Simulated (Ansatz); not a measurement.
# LaRh₃C, space group Pm-3m: a comparison of functionals at one structure

Program: Ansatz 0.2.0, Python API.

The cells in order, each with its output:

In [1]:
```python
import ansatz
from tabulate import tabulate
```

In [2]:
```python
lattice = ansatz.Lattice.of(
    [4.266945, 0.0, 0.0],
    [0.0, 4.266945, 0.0],
    [0.0, 0.0, 4.266945],
)
sites = [
    ("La", [0.5, 0.5, 0.5]),
    ("Rh", [0.5, 0.0, 0.0]),
    ("Rh", [0.0, 0.5, 0.0]),
    ("Rh", [0.0, 0.0, 0.5]),
    ("C", [0.0, 0.0, 0.0]),
]
larh3c = ansatz.Crystal(lattice=lattice)
for symbol, position in sites:
    larh3c = larh3c.atom(symbol, position)
```

In [3]:
```python
model = (
    larh3c.calculation()
    .occupations(ansatz.OccupationsMethod.FERMI_DIRAC, width=0.1)
    .kpoints(5, 5, 5)
    .stress()
)
```

In [4]:
```python
rows = []
for value in ["pbesol", "lda", "blyp"]:
    rep = model.functional(value).run(threads=1, backend="cpu").report
    rows.append((value, rep["free_energy_ev"] / len(rep["lattice"]["sites"]), rep["n_iterations"], sum(rep["stress_gpa"][i][i] for i in range(3)) / 3, rep["n_kpoints"]))

print(tabulate(rows, headers=["functional", "F/atom (eV)", "iterations", "P (GPa)", "k-points"], floatfmt=".4f", tablefmt="github"))
```
```text
DeckWarning: basis.ecutwfc = 420 eV, auto-derived from the records' recommended cutoffs: set by La (normal level)
| functional   |   F/atom (eV) |   iterations |   P (GPa) |   k-points |
|--------------|---------------|--------------|-----------|------------|
| pbesol       |    -5085.2104 |            6 |   -8.9405 |         10 |
| lda          |    -5031.3621 |            6 |  -12.9787 |         10 |
| blyp         |    -5154.7738 |            6 |    7.9391 |         10 |
```

From lowest to highest: LDA (-13.0 GPa), PBEsol (-8.9 GPa) and BLYP (7.9 GPa). At a fixed cell a lower pressure usually means a smaller equilibrium volume, so LDA prefers the smallest cell and BLYP the largest.

Notes:
- No spin polarisation was allowed.
- BLYP can be off by several per cent in the lattices of metals, and by several GPa in the pressure at a fixed cell.
- For a metal this k-point mesh is coarse: on a finer one energies can move by several to tens of meV an atom and pressures by half a GPa or more, differences at one mesh by less.
- Pressure is positive in compression.
- This cell is a computed structure, which may not be the phase found in nature.
- Warnings are shown shortened and without file and line.
- Total energies of different functionals can't be compared; pressures, moments and gaps at this one structure can.
- The whole script took 6.8 s on 1 thread of Arm Neoverse V1, with other jobs on the host, peak memory 0.42 GiB.
